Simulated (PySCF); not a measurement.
# C4H12N2Si: electronic excitations

Wanted: the electronic excitations of C4H12N2Si (`C[C@@H]1CCNN1[SiH3]`), by calculation.

Programs: PySCF 2.14.0, with density-fitted response routines of our own. Each step states its level of theory. These are calculated values for one molecule in the gas phase, unless marked as measured. Atoms are numbered from 0 throughout.

**1. The starting structure**

19 atoms, charge 0, multiplicity 1; geometry from: GFN2-xTB.

Bonds of the start (Å): C0–C1 1.52, C1–C2 1.54, C2–C3 1.54, C3–N4 1.45, N4–N5 1.42, N5–Si6 1.71, N5–C1 1.46, C0–H7 1.09, C0–H8 1.09, C0–H9 1.09, C1–H10 1.10, C2–H11 1.09, C2–H12 1.09, C3–H13 1.09, C3–H14 1.09, N4–H15 1.03, Si6–H16 1.48, Si6–H17 1.46, Si6–H18 1.46.

**2. Excited states and response: CAM-B3LYP/def2-SVPD**

What the job is given:

```
{"job": {"kind": "uv", "xc": "CAM-B3LYP", "basis": "def2-SVPD", "nstates": 8, "ntriplets": 3}, "charge": 0, "multiplicity": 1}
C     -0.552162     1.836664    -0.247060
C     -0.359285     0.376668    -0.641012
C     -1.585300    -0.487558    -0.283056
C     -1.073190    -1.321119     0.902485
N      0.345394    -1.487632     0.641632
N      0.731757    -0.219920     0.128945
Si     2.412640     0.100908     0.027434
H     -0.734985     1.907054     0.821972
H      0.338184     2.411741    -0.482620
H     -1.395777     2.263391    -0.784759
H     -0.151463     0.321023    -1.720324
H     -1.857213    -1.140133    -1.114367
H     -2.448502     0.118692    -0.019609
H     -1.568152    -2.285612     1.005182
H     -1.173883    -0.759512     1.834866
H      0.463691    -2.200733    -0.086265
H      3.082435    -0.599475    -1.088264
H      2.958324    -0.363912     1.295633
H      2.557685     1.538715    -0.198275
```

Method: TDDFT CAM-B3LYP/def2-SVPD, vertical, gas phase, core orbitals frozen in the response.

The log of the run:

```text
coarse grid: 15536 points
cycle   1  E = -558.0865983916  dE =  8.784e-01  |g| = 3.495e-01  |ddm| = 7.088e+00
cycle   2  E = -558.1034639661  dE = -1.687e-02  |g| = 2.697e-01  |ddm| = 1.777e+00
cycle   3  E = -558.1191942407  dE = -1.573e-02  |g| = 7.015e-02  |ddm| = 7.038e-01
cycle   4  E = -558.1201535580  dE = -9.593e-04  |g| = 2.429e-02  |ddm| = 1.523e-01
cycle   5  E = -558.1202836669  dE = -1.301e-04  |g| = 6.192e-03  |ddm| = 6.092e-02
cycle   6  E = -558.1202927239  dE = -9.057e-06  |g| = 9.482e-04  |ddm| = 1.763e-02
final grid: 143208 points
cycle   7  E = -558.2035472787  dE = -4.118e-05  |g| = 4.076e-03  |ddm| = 1.172e-01
cycle   8  E = -558.2035475291  dE = -2.504e-07  |g| = 4.126e-03  |ddm| = 2.083e-02
cycle   9  E = -558.2035515687  dE = -4.040e-06  |g| = 3.730e-04  |ddm| = 8.492e-03
cycle  10  E = -558.2035515931  dE = -2.437e-08  |g| = 2.078e-04  |ddm| = 1.281e-03
cycle  11  E = -558.2035516028  dE = -9.773e-09  |g| = 4.024e-05  |ddm| = 4.934e-04
cycle  12  E = -558.2035516032  dE = -3.852e-10  |g| = 1.043e-05  |ddm| = 1.274e-04
converged SCF energy = -558.2035516032

Static polarisability (au): isotropic 87.985, principal 77.253 89.382 97.321

Singlet excitations
state   eV       nm        f      main configurations
  1   5.4274    228.4   0.02739   H->L 0.85
  2   6.2247    199.2   0.01220   H->L+3 0.40, H->L+2 0.18, H->L+5 0.15
  3   6.4717    191.6   0.00933   H->L+1 0.62, H->L+5 0.18
  4   6.6178    187.3   0.01565   H->L+5 0.41, H->L+4 0.31, H->L+3 0.09
  5   6.6260    187.1   0.02991   H->L+2 0.56, H->L+4 0.17, H->L+1 0.12
  6   6.8707    180.5   0.05075   H->L+6 0.25, H->L+4 0.24, H->L+3 0.22
  7   7.0824    175.1   0.00508   H-1->L 0.42, H->L+6 0.25
  8   7.2402    171.2   0.01631   H->L+6 0.35, H-1->L 0.29, H->L+4 0.12

Triplet excitations (Tamm-Dancoff, eV): 5.2258 5.9464 6.3031
```

Wall time 71 s (1 thread, shared host).

The orbitals next to the gap, with their largest atomic shares:

| orbital | eV | atoms |
| --- | --- | --- |
| HOMO−3 | -10.90 | Si6 15 %, C2 14 %, H17 10 % |
| HOMO−2 | -10.73 | C2 17 %, C1 16 %, C0 12 % |
| HOMO−1 | -9.01 | N4 40 %, N5 17 %, C3 9 % |
| HOMO | -7.34 | N5 42 %, N4 25 %, C1 6 % |
| LUMO | 1.16 | Si6 20 %, H15 9 %, C2 8 % |
| LUMO+1 | 1.66 | Si6 51 %, H16 12 %, H18 12 % |
| LUMO+2 | 1.88 | C3 13 %, H12 11 %, H14 11 % |

With each of the 8 states as a Gaussian band of 0.4 eV half-width at 1/e, the curve within the window shown has maxima at 228 nm (ε 1,100), 183 nm (ε 4,100) L/(mol cm). Beyond the last state computed it falls off for lack of states. The curve at chosen wavelengths:

nm, ε (L/mol/cm) and a bar:
```
      164        567 ###
      168       1251 #########
      171       1939 ##############
      175       2951 #####################
      179       3784 ############################
      182       4090 ##############################
      186       3961 #############################
      190       3340 ########################
      193       2723 ####################
      197       1917 ##############
      201       1276 #########
      204        942 ######
      208        696 ####
      212        654 ####
      216        760 #####
      219        887 ######
      223       1043 #######
      227       1118 ########
      230       1100 #######
      234        986 #######
      238        803 #####
      241        651 ####
      245        459 ###
      249        301 #
      252        210 #
      256        124
```

Ground-state properties from the same run:

| property | computed |
| --- | --- |
| dipole moment (D) | 2.05 |
| polarisability (Å³) | 13.04 |
| HOMO–LUMO gap (eV) | 8.51 |
| −ε(HOMO) (eV) | 7.34 |

**3. Results**

```
                                quantity                        value
    lowest singlet (CAM-B3LYP/def2-SVPD)  5.43 eV (228 nm), f = 0.027
brightest single state of those computed  state 6, 6.87 eV, f = 0.051
                          lowest triplet                      5.23 eV
```

**Reading.** The lowest singlet, at 5.43 eV, is HOMO→LUMO 0.85 and is weak; of the 8 states computed, the strongest absorption comes from state 6 at 6.87 eV. The lowest triplet lies 0.20 eV below the lowest singlet (triplets in Tamm-Dancoff, singlets in full TDDFT).
